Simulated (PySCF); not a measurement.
# [YbOCl]−: other functionals and bases at one geometry

The task here is to estimate one member of a computed series from the others.

The runs use PySCF 2.14.0; several levels, as the steps say, no spin–orbit coupling.

1 further run of the same task is left out (for a known fault of the program).

### Starting geometry

3 atoms, charge -1, spin multiplicity 1.

Bond lengths: Yb1–O2 2.020 Å, Yb1–Cl3 2.729 Å. Angles: O2–Yb1–Cl3 136.3°.

Coordinates:

```xyz
3
ClOYb
Yb    0.2222    0.0000   -0.1925
O     2.1092    0.0000    0.5276
Cl   -2.2938    0.0000    0.8644
```

Formal oxidation states: Yb +2. Each metal's 14 4f electrons lie in its core potential, so multiplicities, spins and levels count the valence alone. An earlier session relaxed this geometry at PBE0, Yb lcecp-0-SVP with ECP60, O def2-SVP, Cl def2-SVP (singlet, point group Cs).

At PBE0 on the finer grid: E = -568.038354 Eh, frontier levels not given, since the 4f levels lie in the core, Mulliken charge on Yb1 +0.22 e, largest force component 0.011 eV/Å. 

Levels to run: B3LYP; HF; PBE0, TZVP. Hardware: 2 threads of Intel Xeon Platinum 8488C (Sapphire Rapids), shared host.

Set-up of the first run:

run.py (the lines that set the calculation)

```python
mol = gto.M(atom='''
Yb     0.22221     0.00000    -0.19251
O      2.10915     0.00000     0.52757
Cl    -2.29382     0.00000     0.86443''',
    basis={'Yb': 'lcecp-0-SVP', 'O': 'def2-SVP', 'Cl': 'def2-SVP'},
    ecp={'Yb': 'lcecp-0-SVP'},
    charge=-1, spin=0)
mf = dft.RKS(mol, xc='B3LYP')
mf.grids.atom_grid = (75, 302)  # f atoms: unpruned, at least (60, 302)
mf = mf.density_fit()  # fitting sets: Yb AutoAux, O def2-universal-JKFIT, Cl def2-universal-JKFIT
mf.conv_tol = 1e-08; mf.max_cycle = 55
mf.kernel(dm0)  # dm0: the density of the relaxed state
```

Command:

```sh
$ OMP_NUM_THREADS=2 python run.py
```

Among the steps run: B3LYP; HF; PBE0, TZVP.

One table of the session follows, with a row left open; its other results are not shown here.

| level | charge on Yb1 (e) | dipole (D) | largest force component (eV/Å) |
| --- | --- | --- | --- |
| PBE0 (relaxed here) | 0.22 | 6.69 | 0.01 |
| B3LYP | ? | ? | ? |
| HF | 0.56 | 8.35 | 0.39 |
| PBE0, TZVP | 0.67 | 7.17 | 0.62 |

**Question.** Estimate the row for B3LYP.

**Answer.** charge on Yb1 (e): 0.15; dipole (D): 6.42; largest force component (eV/Å): 0.32. In the column «charge on Yb1 (e)» it is the lowest.

The dipole of a charged species depends on the origin, so these sizes hold for this origin alone.

The largest leftover force, 0.62 eV/Å with PBE0, TZVP, stands at a geometry relaxed at another level. With 4f in the core, its levels are missing from HOMO and gap, and its count is fixed, so no charge can pass from the ligands into it. Total energies of different levels can't be compared.
